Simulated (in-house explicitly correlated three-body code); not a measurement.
**He with a centre of 10969.8 electron masses: exact states**

The task here is to estimate one member of a computed series from the others.

Method: two electrons, non-relativistic, variational in exponentially correlated functions. Code: in-house explicitly correlated three-body code version 1.

## The system

| Item | Value |
| --- | --- |
| charge of the centre | +2 |
| mass of the centre | 10969.8 electron masses |
| interactions | Coulomb |
| basis | 260 functions exp(−a r1 − b r2 − g r12) a state, exponent ranges optimised |
| units | hartree and bohr; relativity and QED are left out |

Set-up of the first run:

Settings:

```ini
Z = 2.0
nuclear_mass = 10969.758
interaction_strength = 1.0
functions = 260
states_tried = 13
```

The run is started by

```
> python run_hyl.py task.json out
```

One table of the session follows, with a row left open; its other results are not shown here.

It belongs to the step «The bound states». 

```
state  binding (eV)  excitation (eV)  ⟨r12⟩ (bohr)
 1 ¹S       24.5890                0         1.422
 2 ³S       4.76778          19.8212         4.448
 2 ¹S       3.97177          20.6172         5.270
 2 ³P       3.62341          20.9655         4.700
 2 ¹P       3.36952          21.2194         5.139
 3 ³S       1.86895          22.7200         11.00
 3 ¹S       1.66714          22.9218         12.31
 3 ³P       1.58037          23.0086         11.93
 3 ¹P       1.50044          23.0885         12.64
 4 ³S      0.993452          23.5955         20.59
 4 ¹S      0.913851          23.6751         22.37
 4 ³P      0.879528          23.7094         22.21
 4 ¹P             ?                ?             ?
```

Q: Estimate the row for 4 ¹P from the others.

The run gave: binding (eV): 0.845355; excitation (eV): 23.7436; ⟨r12⟩ (bohr): 23.16. In the column «binding (eV)» it is the lowest.
